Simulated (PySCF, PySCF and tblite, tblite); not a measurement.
**C3H5FO2Si2: telling isomers apart by computed NMR, part 1 of 2**

Aim: see whether computed shieldings tell isomers of C3H5FO2Si2 apart.

Computed with tblite 0.8.0 (tight binding) and PySCF 2.14.0 (DFT, with response routines of our own); each step states its level. Atoms count from 0 throughout.

## (1) The starting structure

13 atoms, charge 0, multiplicity 1; geometry from: MMFF94s geometry. This is the first candidate.

Bonds of the start (Å): C0–C1 1.21, C0–H8 1.06, C1–Si2 1.86, C3–H10 1.10, C3–H11 1.09, C3–O4 1.46, O4–Si5 1.69, Si2–C3 1.92, Si2–H9 1.48, Si2–O7 1.71, Si5–F6 1.59, Si5–H12 1.49, Si5–O7 1.70.

## (2) GFN2-xTB relaxation, isomer A, conformer 1

Job settings and geometry (Å):

```
{"job": {"xc": "GFN2-xTB", "basis": "xTB", "kind": "relax"}, "charge": 0, "multiplicity": 1}
C      3.007600     1.417300     0.215200
C      1.964500     1.010600    -0.252900
Si     0.371000     0.363700    -0.949900
C     -0.064800    -1.402900    -0.341000
O     -1.279300    -1.427500     0.474800
Si    -2.060100     0.071000     0.525000
F     -3.411600    -0.026200    -0.314600
O     -0.999600     1.129000    -0.281600
H      3.916100     1.790400     0.624200
H      0.307500     0.445200    -2.430100
H      0.750400    -1.802600     0.281000
H     -0.215600    -2.078000    -1.188800
H     -2.290400     0.510400     1.932300
```

Started as:

```sh
> OMP_NUM_THREADS=1 python ens_run.py task.json out
```

One launch serves the whole session.

The program printed:

```text
step      E/eV     max force
  0    -691.49223    2.380
  1    -691.65752    2.116
  2    -691.62336    4.614
  3    -691.78255    0.459
  4    -691.79512    0.418
  5    -691.81033    0.311
  6    -691.81608    0.230
  7    -691.82447    0.230
  8    -691.82816    0.170
  9    -691.83325    0.153
 10    -691.83628    0.134
 11    -691.83812    0.106
 12    -691.83935    0.098
 13    -691.84079    0.106
 14    -691.84210    0.089
 15    -691.84299    0.092
 16    -691.84364    0.093
 17    -691.84443    0.092
 18    -691.84541    0.110
 19    -691.84633    0.090
 20    -691.84701    0.079
 21    -691.84761    0.080
 22    -691.84844    0.101
 23    -691.84959    0.115
 24    -691.85071    0.110
 25    -691.85144    0.073
 26    -691.85198    0.056
 27    -691.85261    0.078
 28    -691.85327    0.091
 29    -691.85378    0.073
 30    -691.85412    0.046
 31    -691.85444    0.056
 32    -691.85482    0.053
 33    -691.85519    0.048
 34    -691.85541    0.036
 35    -691.85541    0.036
 36    -691.85548    0.030
 37    -691.85572    0.038
 38    -691.85579    0.047
 39    -691.85589    0.068
 40    -691.85599    0.021
 41    -691.85605    0.027
 42    -691.85612    0.031
 43    -691.85619    0.025
 44    -691.85624    0.018
 45    -691.85628    0.015
 46    -691.85632    0.022
 47    -691.85636    0.026
 48    -691.85641    0.019
 49    -691.85643    0.012
 50    -691.85644    0.013
 51    -691.85646    0.013
 52    -691.85649    0.016
 53    -691.85652    0.016
 54    -691.85655    0.017
 55    -691.85658    0.015
 56    -691.85661    0.016
 57    -691.85665    0.019
 58    -691.85670    0.022
 59    -691.85675    0.021
 60    -691.85679    0.017
 61    -691.85683    0.019
 62    -691.85687    0.022
 63    -691.85692    0.017
 64    -691.85695    0.013
 65    -691.85697    0.014
 66    -691.85699    0.015
 67    -691.85702    0.020
 68    -691.85706    0.018
 69    -691.85709    0.016
 70    -691.85712    0.017
 71    -691.85715    0.013
 72    -691.85716    0.009
 73    -691.85717    0.007
 74    -691.85718    0.009
 75    -691.85719    0.012
 76    -691.85722    0.014
 77    -691.85726    0.018
 78    -691.85729    0.017
 79    -691.85730    0.011
 80    -691.85732    0.008
 81    -691.85733    0.010
 82    -691.85734    0.010
 83    -691.85735    0.008
 84    -691.85735    0.005
 85    -691.85735    0.005
 86    -691.85736    0.005
 87    -691.85736    0.005
 88    -691.85736    0.005
 89    -691.85736    0.003
```

Wall time 0.48 s (1 thread of Arm Neoverse V2, shared host).

The energy fell by 0.365 eV, and the atoms moved 0.15 Å (root mean square).

## (3) Shieldings, isomer A, conformer 1: CAM-B3LYP/pcSseg-1 in methanol

Job settings and geometry (Å):

```
{"job": {"xc": "CAM-B3LYP", "basis": "pcSseg-1", "solvent": "methanol", "kind": "nmr", "pop": true}, "charge": 0, "multiplicity": 1}
C      2.885524     1.422069     0.263845
C      1.879300     0.987364    -0.230414
Si     0.342854     0.331040    -1.016914
C     -0.038557    -1.442169    -0.361385
O     -1.301478    -1.375024     0.291914
Si    -1.957824     0.083327     0.512956
F     -3.403664     0.123132    -0.162471
O     -0.963876     1.051136    -0.345326
H      3.762852     1.801759     0.704452
H      0.245272     0.486661    -2.460616
H      0.696381    -1.799219     0.365916
H     -0.117933    -2.197807    -1.145734
H     -2.033239     0.528218     1.877354
```

The program printed:

```text
coarse grid: 12864 points
cycle   1  E = -946.2802509478  dE =  1.334e+00  |g| = 1.106e+00  |ddm| = 3.537e+00
cycle   2  E = -946.1884910895  dE =  9.176e-02  |g| = 1.371e+00  |ddm| = 1.498e+00
cycle   3  E = -946.4904351978  dE = -3.019e-01  |g| = 7.638e-02  |ddm| = 8.372e-01
cycle   4  E = -946.4914382643  dE = -1.003e-03  |g| = 4.037e-02  |ddm| = 9.358e-02
cycle   5  E = -946.4917227505  dE = -2.845e-04  |g| = 1.252e-02  |ddm| = 3.510e-02
cycle   6  E = -946.4917462932  dE = -2.354e-05  |g| = 2.663e-03  |ddm| = 1.033e-02
cycle   7  E = -946.4917477242  dE = -1.431e-06  |g| = 6.753e-04  |ddm| = 2.553e-03
final grid: 118360 points
cycle   8  E = -946.5721647154  dE = -2.033e-05  |g| = 3.773e-03  |ddm| = 1.549e-02
cycle   9  E = -946.5721641845  dE =  5.308e-07  |g| = 4.263e-03  |ddm| = 4.778e-03
cycle  10  E = -946.5721673041  dE = -3.120e-06  |g| = 4.223e-04  |ddm| = 2.363e-03
cycle  11  E = -946.5721673360  dE = -3.194e-08  |g| = 1.324e-04  |ddm| = 3.590e-04
cycle  12  E = -946.5721673395  dE = -3.491e-09  |g| = 5.812e-05  |ddm| = 1.305e-04
cycle  13  E = -946.5721673402  dE = -6.733e-10  |g| = 1.630e-05  |ddm| = 4.707e-05
converged SCF energy = -946.5721673402

GIAO shielding tensors (ppm)
atom      isotropic    diamagn.    paramagn.     s11        s22        s33       span
  0 C       77.387     259.707    -182.320     -8.890     -7.091    248.141    257.031
  1 C       95.868     259.508    -163.639     -2.576     -1.628    291.809    294.385
  2 Si     374.086     880.300    -506.214    349.217    366.869    406.172     56.955
  3 C      125.409     251.608    -126.200     91.974    105.002    179.249     87.275
  4 O      304.557     397.254     -92.696    234.594    314.517    364.561    129.967
  5 Si     385.669     880.327    -494.658    360.900    384.648    411.459     50.559
  6 F      317.992     467.784    -149.792    264.144    283.224    406.607    142.464
  7 O      258.154     400.916    -142.762    209.953    273.479    291.031     81.078
  8 H       29.260      32.495      -3.235     24.149     24.296     39.335     15.185
  9 H       26.638      28.055      -1.417     22.791     24.447     32.677      9.886
 10 H       27.504      31.238      -3.734     23.252     25.885     33.377     10.124
 11 H       27.361      29.349      -1.988     22.868     26.001     33.215     10.347
 12 H       27.288      29.827      -2.539     23.448     24.152     34.265     10.817
```

Run time: 30 s. Hardware: 1 thread of Arm Neoverse V2, shared host; peak memory 0.93 GiB.

This run: HOMO -9.58 eV, LUMO 0.48 eV; dipole 3.91 D.

The fields below are evaluated on a grid from the run's orbitals.

Frontier orbitals at CAM-B3LYP/pcSseg-1, with the share of their density that lies nearest to each atom:

| orbital | energy (eV) | lies on |
| --- | --- | --- |
| HOMO | -9.58 | C0, C1, C3 about 19 % each; O4 15 %; Si2 8 % |
| LUMO | 0.48 | C0, C1 about 21 % each; Si2 20 %; H9 10 % |

ELF in a plane through or near 3 of the atoms.

Values, 10 rows by 14 columns:
```
0.00 0.00 0.00 0.00 0.00 0.00 0.00 0.00 0.00 0.00 0.00 0.00 0.00 0.00
0.00 0.00 0.00 0.00 0.00 0.00 0.00 0.00 0.00 0.00 0.00 0.00 0.00 0.00
0.00 0.00 0.00 0.01 0.03 0.01 0.00 0.00 0.24 0.62 0.00 0.00 0.00 0.00
0.00 0.00 0.54 0.48 0.57 0.44 0.01 0.24 0.39 0.49 0.18 0.09 0.00 0.00
0.00 0.01 0.98 0.81 0.75 0.69 0.13 0.36 0.09 0.53 0.57 0.25 0.00 0.00
0.00 0.00 0.14 0.60 0.85 0.70 0.32 0.49 0.54 0.72 0.02 0.01 0.00 0.00
0.00 0.00 0.00 0.24 0.43 0.16 0.37 0.38 0.43 0.69 0.10 0.00 0.00 0.00
0.00 0.00 0.00 0.00 0.00 0.00 0.02 0.93 0.99 0.01 0.00 0.00 0.00 0.00
0.00 0.00 0.00 0.00 0.00 0.00 0.00 0.74 0.91 0.01 0.00 0.00 0.00 0.00
0.00 0.00 0.00 0.00 0.00 0.00 0.00 0.00 0.00 0.00 0.00 0.00 0.00 0.00
```
The map spans 13.4 Å across and 9.8 Å up, centred on the molecule. Atoms in the plane (x, y in Å): C0 (-3.2, 0.6), Si5 (1.8, 0.9), H11 (0.8, -2.3).

log10 of the density (e/Å³) in the same plane.

Ten even steps from ' ' (-4.0) to '@' (1.9):
```
                                                        
                                                        
                              ..........                
                ..          ..::::--::::....            
          ..::::::::........::----====--::..            
      ..::------------::::----==++++++====--::          
    ..::--====++======----====++++**++++++==--::        
    ..--++**********++======++++**%%##**++++==::        
    ..--++**##%%##****++==++++****@@%%****++==::        
    ..::==++**######****++++++++******++++==--::        
    ..::--==++**********++++++++**##**++==--::..        
      ..::--====++++++++++********##**++--::            
        ..::----========++**####****++==--..            
          ..::::::::::--==++**##**====--::              
              ......::::--++**##**==--::                
                      ..::==++++++--::..                
                        ..----====::..                  
                          ..::::::..                    
                                                        
                                                        
```
The map spans 13.4 Å across and 9.8 Å up, centred on the molecule. Atoms in the plane (x, y in Å): C0 (-3.2, 0.6), Si5 (1.8, 0.9), H11 (0.8, -2.3).

On the surface of density 0.002 e/bohr³ the electrostatic potential runs, from the 1st to the 99th percentile, from -1.30 V near O4 to 2.03 V near H8.

## (4) Boltzmann average, isomer A: properties at CAM-B3LYP/pcSseg-1 in methanol

Job settings and geometry (Å):

```
{"job": {"study": "conf", "smiles": "C#C[Si@H]1CO[Si@H](F)O1", "search": {"seed": 3404, "n_embed": 60, "ff_keep": 14, "window": 2.5, "nmax": 6, "temps": [250, 298.15, 350], "t_ref": 298.15, "order": 0.002}, "level": {"nmr": {"xc": "CAM-B3LYP", "basis": "pcSseg-1", "solvent": "methanol"}}, "kind": "conf"}, "charge": 0, "multiplicity": 1}
C      2.885524     1.422069     0.263845
C      1.879300     0.987364    -0.230414
Si     0.342854     0.331040    -1.016914
C     -0.038557    -1.442169    -0.361385
O     -1.301478    -1.375024     0.291914
Si    -1.957824     0.083327     0.512956
F     -3.403664     0.123132    -0.162471
O     -0.963876     1.051136    -0.345326
H      3.762852     1.801759     0.704452
H      0.245272     0.486661    -2.460616
H      0.696381    -1.799219     0.365916
H     -0.117933    -2.197807    -1.145734
H     -2.033239     0.528218     1.877354
```

The program printed:

```text
conformer  sym    E(xTB)   E(DFT)   G(298.15 K)  weight  dipole/D
    1     C1      0.000    0.000    0.000   1.0000    3.908

mean shielding (ppm) by class
class atoms           250 K   298.15 K      350 K
  0 C  0             77.387     77.387     77.387
  1 C  1             95.868     95.868     95.868
  2 Si 2            374.086    374.086    374.086
  3 C  3            125.409    125.409    125.409
  4 O  4            304.557    304.557    304.557
  5 Si 5            385.669    385.669    385.669
  6 F  6            317.991    317.991    317.991
  7 O  7            258.154    258.154    258.154
  8 H  8              29.26      29.26      29.26
  9 H  9             26.638     26.638     26.638
 10 H  10            27.505     27.505     27.505
 11 H  11            27.361     27.361     27.361
 12 H  12            27.288     27.288     27.288
```

It took 31 s on 1 thread of Arm Neoverse V2, shared host. This counts the runs that the step sums up.

The search (ETKDG, MMFF94s, GFN2-xTB) embedded 60 structures, kept 1 distinct ones after the force field and 1 after xTB; 1 was carried on (window 2.5 kcal/mol at the search's own energies). Energies: CAM-B3LYP/pcSseg-1 in methanol with D3(BJ).

The conformers at 298 K:

| no. | group | mirror pair | ΔE xTB | ΔE DFT | ΔG | weight (%) | μ (D) | A, B, C (GHz) |
| --- | --- | --- | --- | --- | --- | --- | --- | --- |
| 1 | C1 | no | 0.00 | 0.00 | 0.00 | 100.0 | 3.91 | 3.42, 0.91, 0.83 |

Energies in kcal/mol. ΔG holds xTB vibrations and rotation, symmetry numbers and mirror pairs.

Shifts against references run at the same level (¹H TMS 31.76, ²⁹Si TMS 340.6, ¹³C TMS 186.0 ppm of shielding), by class of atoms, at 298 K:

| atoms | environment | average |
| --- | --- | --- |
| C0 | terminal alkyne carbon | 108.6 |
| C1 | alkyne carbon | 90.1 |
| C3 | sp3 CH2 bonded to O and Si | 60.6 |
| H9 | hydrogen on a silicon bonded to 2 C, O, in a 5-membered ring | 5.12 |
| H12 | hydrogen on a silicon bonded to F, 2 O, in a 5-membered ring | 4.47 |
| H11 | hydrogen on an sp3 CH2 bonded to O and Si | 4.39 |
| H10 | hydrogen on an sp3 CH2 bonded to O and Si | 4.25 |
| H8 | hydrogen on a terminal alkyne carbon | 2.50 |
| Si2 | silicon bonded to 2 C, O, H, in a 5-membered ring | -33.4 |
| Si5 | silicon bonded to F, 2 O, H, in a 5-membered ring | -45.0 |
| O7 | oxygen bonded to 2 Si, in a 5-membered ring | 258.2 (σ) |
| O4 | oxygen bonded to C, Si, in a 5-membered ring | 304.6 (σ) |
| F6 | fluorine bonded to Si | 318.0 (σ) |

Effective distances for nuclear Overhauser effects, ⟨r⁻⁶⟩^(−1/6) over all pairs of two classes (Å): H10···H11 1.76; H9···H11 3.01; H9···H10 3.66; H10···H12 3.89.

## (5) GFN2-xTB relaxation, isomer B, conformer 1

Job settings and geometry (Å):

```
{"job": {"xc": "GFN2-xTB", "basis": "xTB", "kind": "relax"}, "charge": 0, "multiplicity": 1}
C      3.294900     0.172500    -0.194800
C      2.195400    -0.114800     0.215800
Si     0.519100    -0.570600     0.883200
C     -0.769100    -0.919800    -0.529000
O     -1.955900    -0.098600    -0.381500
Si    -1.796300     1.110000     0.777300
F     -1.630900     2.520400     0.034500
O     -0.323900     0.750800     1.561800
H      4.255400     0.439800    -0.561200
H      0.541000    -1.682600     1.864600
H     -0.322700    -0.728000    -1.501000
H     -1.082200    -1.979600    -0.478200
H     -2.929200     1.101000     1.741800
```

The program printed:

```text
step      E/eV     max force
  0    -691.50160    2.094
  1    -691.65754    1.279
  2    -691.69643    3.825
  3    -691.76365    1.696
  4    -691.78368    0.266
  5    -691.79198    0.305
  6    -691.80378    0.202
  7    -691.80842    0.204
  8    -691.81438    0.187
  9    -691.81906    0.162
 10    -691.82348    0.158
 11    -691.82592    0.127
 12    -691.82758    0.098
 13    -691.82914    0.102
 14    -691.83071    0.106
 15    -691.83179    0.097
 16    -691.83257    0.101
 17    -691.83348    0.090
 18    -691.83477    0.117
 19    -691.83615    0.112
 20    -691.83712    0.080
 21    -691.83771    0.078
 22    -691.83830    0.078
 23    -691.83916    0.091
 24    -691.84013    0.090
 25    -691.84090    0.061
 26    -691.84148    0.065
 27    -691.84210    0.069
 28    -691.84278    0.073
 29    -691.84329    0.067
 30    -691.84359    0.038
 31    -691.84359    0.038
 32    -691.84372    0.036
 33    -691.84430    0.098
 34    -691.84423    0.208
 35    -691.84445    0.036
 36    -691.84456    0.031
 37    -691.84486    0.112
 38    -691.84503    0.090
 39    -691.84514    0.035
 40    -691.84522    0.036
 41    -691.84534    0.086
 42    -691.84547    0.096
 43    -691.84558    0.055
 44    -691.84567    0.032
 45    -691.84574    0.047
 46    -691.84582    0.069
 47    -691.84591    0.058
 48    -691.84600    0.028
 49    -691.84609    0.029
 50    -691.84619    0.057
 51    -691.84629    0.056
 52    -691.84638    0.026
 53    -691.84646    0.024
 54    -691.84654    0.040
 55    -691.84662    0.048
 56    -691.84671    0.037
 57    -691.84680    0.027
 58    -691.84688    0.040
 59    -691.84695    0.050
 60    -691.84703    0.039
 61    -691.84710    0.024
 62    -691.84714    0.012
 63    -691.84715    0.013
 64    -691.84717    0.013
 65    -691.84719    0.019
 66    -691.84722    0.019
 67    -691.84724    0.018
 68    -691.84726    0.015
 69    -691.84728    0.015
 70    -691.84731    0.019
 71    -691.84735    0.029
 72    -691.84740    0.032
 73    -691.84745    0.019
 74    -691.84749    0.019
 75    -691.84752    0.021
 76    -691.84757    0.034
 77    -691.84762    0.032
 78    -691.84765    0.015
 79    -691.84766    0.013
 80    -691.84767    0.013
 81    -691.84769    0.022
 82    -691.84771    0.024
 83    -691.84773    0.015
 84    -691.84774    0.009
 85    -691.84775    0.012
 86    -691.84776    0.018
 87    -691.84777    0.018
 88    -691.84778    0.010
 89    -691.84779    0.007
 90    -691.84779    0.006
 91    -691.84780    0.010
 92    -691.84781    0.012
 93    -691.84782    0.011
 94    -691.84782    0.008
 95    -691.84783    0.007
 96    -691.84783    0.006
 97    -691.84784    0.006
 98    -691.84784    0.005
 99    -691.84784    0.005
100    -691.84785    0.004
```

It took 0.52 s on 1 thread of Arm Neoverse V2, shared host.

Gain 0.346 eV; displacement 0.16 Å root mean square.

## (6) Shieldings, isomer B, conformer 1: CAM-B3LYP/pcSseg-1 in methanol

Job settings and geometry (Å):

```
{"job": {"xc": "CAM-B3LYP", "basis": "pcSseg-1", "solvent": "methanol", "kind": "nmr", "pop": false}, "charge": 0, "multiplicity": 1}
C      3.189810     0.253334    -0.195453
C      2.122260    -0.094822     0.235006
Si     0.483304    -0.619847     0.902595
C     -0.756538    -0.977857    -0.530729
O     -1.747673     0.042976    -0.483162
Si    -1.696302     1.090666     0.743812
F     -1.531337     2.575435     0.181992
O     -0.322638     0.666438     1.514052
H      4.122015     0.561378    -0.574915
H      0.510489    -1.636110     1.944611
H     -0.303185    -0.946857    -1.524220
H     -1.265330    -1.940516    -0.431212
H     -2.809264     1.026268     1.650883
```

The program printed:

```text
coarse grid: 12864 points
cycle   1  E = -946.2806929927  dE =  1.333e+00  |g| = 1.105e+00  |ddm| = 3.535e+00
cycle   2  E = -946.1893952499  dE =  9.130e-02  |g| = 1.370e+00  |ddm| = 1.521e+00
cycle   3  E = -946.4904908853  dE = -3.011e-01  |g| = 7.570e-02  |ddm| = 8.510e-01
cycle   4  E = -946.4914726026  dE = -9.817e-04  |g| = 4.022e-02  |ddm| = 9.338e-02
cycle   5  E = -946.4917545147  dE = -2.819e-04  |g| = 1.248e-02  |ddm| = 3.523e-02
cycle   6  E = -946.4917777543  dE = -2.324e-05  |g| = 2.652e-03  |ddm| = 1.023e-02
cycle   7  E = -946.4917791630  dE = -1.409e-06  |g| = 6.575e-04  |ddm| = 2.539e-03
final grid: 118360 points
cycle   8  E = -946.5722859234  dE = -1.812e-05  |g| = 3.554e-03  |ddm| = 1.400e-02
cycle   9  E = -946.5722854750  dE =  4.484e-07  |g| = 4.022e-03  |ddm| = 4.562e-03
cycle  10  E = -946.5722882434  dE = -2.768e-06  |g| = 4.041e-04  |ddm| = 2.225e-03
cycle  11  E = -946.5722882732  dE = -2.981e-08  |g| = 1.307e-04  |ddm| = 3.478e-04
cycle  12  E = -946.5722882766  dE = -3.436e-09  |g| = 5.921e-05  |ddm| = 1.284e-04
cycle  13  E = -946.5722882774  dE = -7.185e-10  |g| = 1.606e-05  |ddm| = 4.884e-05
converged SCF energy = -946.5722882774

GIAO shielding tensors (ppm)
atom      isotropic    diamagn.    paramagn.     s11        s22        s33       span
  0 C       77.414     259.652    -182.238     -9.090     -7.796    249.128    258.218
  1 C       96.128     260.072    -163.943     -1.924     -1.136    291.445    293.369
  2 Si     373.831     880.236    -506.405    348.697    367.126    405.671     56.974
  3 C      125.665     251.156    -125.491     93.111    104.887    178.997     85.886
  4 O      305.000     396.720     -91.720    234.319    315.582    365.097    130.778
  5 Si     385.594     881.001    -495.407    359.841    386.035    410.905     51.063
  6 F      317.694     469.641    -151.947    263.397    284.484    405.200    141.803
  7 O      257.282     400.234    -142.952    207.798    251.518    312.531    104.733
  8 H       29.243      32.500      -3.257     24.105     24.219     39.406     15.300
  9 H       26.669      28.031      -1.362     22.819     24.464     32.723      9.904
 10 H       27.444      31.376      -3.932     23.536     25.770     33.025      9.488
 11 H       27.456      29.559      -2.103     22.766     25.929     33.674     10.908
 12 H       27.332      28.306      -0.974     23.598     23.777     34.622     11.024
```

Wall time 22 s (1 thread of Arm Neoverse V2, shared host); peak memory 0.98 GiB.

In short: HOMO -9.58 eV, LUMO 0.48 eV; dipole 3.41 D.

(Continued in part 2 of 2.)
